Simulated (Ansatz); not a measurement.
Task: a ladder of methods at one geometry of CH4Cl2GeS, SMILES C[S][GeH]([Cl])[Cl], with Ansatz's Python interface. Give the script and its output. Level of theory (for the species named): LDA, def2-SVP basis, multiplicity 1. The script varies functional: lda, b3lyp, hse06, cam_b3lyp.

```
atom    x (Å)    y (Å)    z (Å)
   C   0.4226   1.3032   0.6959
   S   1.1676   0.4715  -0.6979
  Ge  -0.2632  -1.2511  -0.6212
  Cl   0.5336  -2.7955  -1.9519
  Cl  -2.2102  -0.6241  -1.2239
   H  -0.6813   1.5966   0.4300
   H   0.9417   2.3006   0.8745
   H   0.4526   0.7441   1.5965
   H  -0.2750  -1.7916   0.8810
```

`ch4cl2ges.py`
```python
"""One geometry of CH4Cl2GeS, method by method."""

from pathlib import Path
import warnings

import ansatz as az
import numpy as np

GEOMETRY = """
C     0.42260    1.30320    0.69590
S     1.16760    0.47150   -0.69790
Ge   -0.26320   -1.25110   -0.62120
Cl    0.53360   -2.79550   -1.95190
Cl   -2.21020   -0.62410   -1.22390
H    -0.68130    1.59660    0.43000
H     0.94170    2.30060    0.87450
H     0.45260    0.74410    1.59650
H    -0.27500   -1.79160    0.88100
"""

warnings.simplefilter("ignore", az.DeckWarning)

system = az.Crystal.molecule()
for line in GEOMETRY.strip().splitlines():
    symbol, *xyz = line.split()
    system = system.atom(symbol, [float(v) for v in xyz])

calculation = system.calculation().basis(gaussian="def2-SVP")

print("functional    E (Ha)        dipole (D)   HOMO (eV)  LUMO (eV)")
for name in ["lda", "b3lyp", "hse06", "cam_b3lyp"]:
    summary = calculation.functional(name).forces().orbitals().run(runs_dir="runs").report
    lines = Path(summary["orbitals_path"]).read_text().splitlines()
    field_of = lambda key: [line.split("=")[1].strip() for line in lines if line.startswith(key)]
    orbitals = [(27.211386 * float(e), s, float(n)) for e, s, n in zip(field_of("Ene="), field_of("Spin="), field_of("Occup="))]
    homo = max(e for e, _, n in orbitals if n > 0.5)
    lumo = min(e for e, _, n in orbitals if n < 0.5)
    dipole = 4.803205 * np.linalg.norm(summary["charge_distribution"]["dipole_moment_e_ang"])
    print(f"{name:10s} {summary['free_energy_ev'] / 27.211386246:14.6f} {dipole:9.3f} {homo:11.3f} {lumo:10.3f}")
```

```console
$ python ch4cl2ges.py
functional    E (Ha)        dipole (D)   HOMO (eV)  LUMO (eV)
lda          -3427.605926     2.567      -6.000     -2.338
b3lyp        -3435.587783     2.521      -6.939     -1.457
hse06        -3434.728495     2.682      -6.857     -1.601
cam_b3lyp    -3435.623972     2.586      -8.514     -0.091
```

Total energies depend on the basis set; only differences at equal settings carry meaning. The geometry is a force-field or estimated start, not a minimum of this method, and the basis set is short of its limit. A lower total doesn't mark the better method: functionals have no common bound, and MP2 and coupled cluster aren't variational. b3lyp holds the VWN-RPA fit, as in Gaussian; the form of ORCA and Turbomole is b3lyp5. Levels such as HOMO and LUMO are orbital energies: with these approximate functionals they aren't the ionisation energy and electron affinity, and their gap isn't the fundamental gap. hse06 follows the composition of plane-wave codes, whose totals differ by tens of mHa, up to about 0.1 Ha, from the form usual in Gaussian-basis programs (wpbeh). It ran for 17 s on 1 thread of Intel(R) Xeon(R) Processor @ 2.30GHz, with other jobs on the host, peak memory 0.47 GiB.
